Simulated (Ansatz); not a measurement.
**ZrBr: an axial (c/a) deformation path**

One table from this session's results is given with a row withheld; the runs are named, their logs left out.

Method: DFT PBEsol, scalar-relativistic, plane waves, PAW, in Ansatz 0.2.0.

### The structure to begin with

It takes space group R-3m (No. 166, trigonal). The conventional cell has a = 3.503 Å, b = 3.503 Å, c = 28.071 Å, α = 90.00°, β = 90.00°, γ = 120.00°. Zr (site symmetry 3m) is surrounded by 3 Br at 2.74 Å and 3 Zr at 3.13 Å. Br (site symmetry 3m) is surrounded by 3 Zr at 2.74 Å.

Coordinates:

```cif
data_structure
_symmetry_space_group_name_H-M 'P 1'
_symmetry_Int_Tables_number 1
_cell_length_a 9.5731
_cell_length_b 9.5731
_cell_length_c 9.5731
_cell_angle_alpha 21.085
_cell_angle_beta 21.085
_cell_angle_gamma 21.085
_cell_volume 99.44
loop_
_atom_site_label
_atom_site_type_symbol
_atom_site_fract_x
_atom_site_fract_y
_atom_site_fract_z
_atom_site_occupancy
Zr1 Zr 0.20920 0.20920 0.20920 1
Zr2 Zr 0.79080 0.79080 0.79080 1
Br1 Br 0.39170 0.39170 0.39170 1
Br2 Br 0.60830 0.60830 0.60830 1
```

The cell is taken as given, not relaxed at this level.

Set-up of the first run:

At fixed volume and fractional coordinates, lengths along (0.000, 0.000, 1.000) are scaled against those across it; ρ is that ratio over its starting value.

input.yaml reads:

```yaml
crystal:
  lattice:
    - [1.8490553347, 1.0675525953, 8.396196228]
    - [-1.8490553347, 1.0675525953, 8.396196228]
    - [0.0, -2.1351051905, 8.396196228]
  atoms:
    - { symbol: Zr, position: [0.2092, 0.2092, 0.2092] }
    - { symbol: Zr, position: [0.7908, 0.7908, 0.7908] }
    - { symbol: Br, position: [0.3917, 0.3917, 0.3917] }
    - { symbol: Br, position: [0.6083, 0.6083, 0.6083] }
basis:
  ecutwfc: 420
kpoints:
  mp_grid: { grid: [18, 18, 18] }
hamiltonian:
  xc: pbesol
scf:
  occupations: { method: gaussian, width: 0.15 }
output:
  forces: true
  stress: true
  eigenvalues: true
  write_density: true
  write_potential: true
  elf: true
  volumetric_format: npy
```

Run with:

```sh
$ ansatz run input.yaml --threads 1 --pin off --max-ram 2560MiB --backend cpu --events-out ev --progress --plain --runs-dir out
```

Steps of the session up to this table: Point ρ = 0.850; Point ρ = 1.200; ρ = 0.920; Point ρ = 1.100.

One of the session's tables, all rows but one given; the rest of the session is left out.

It belongs to the step «The scan collected». The scan, with free energies counted from the undisturbed cell:

| ρ | ΔE (meV/atom) | pressure (GPa) |
| --- | --- | --- |
| 0.850 | 131.6 | 0.8 |
| 0.920 | ? | ? |
| 1.000 | 0.0 | -1.1 |
| 1.100 | 38.3 | -1.6 |
| 1.200 | 152.3 | -1.6 |

Estimate the missing values for ρ = 0.920.

Worked estimate for «ΔE (meV/atom)». A straight line through the neighbours (0.850, 131.6) and (1.000, 0.0) gives 131.6 + (0.0 − 131.6) × (0.920 − 0.850) / (1.000 − 0.850) = 70.2; a parabola fitted to 3 rows on both sides gives 42.0.

The run gave: ΔE (meV/atom): 36.7; pressure (GPa): -0.2. In «ΔE (meV/atom)» the line misses by +33.5 and the parabola by +5.3.
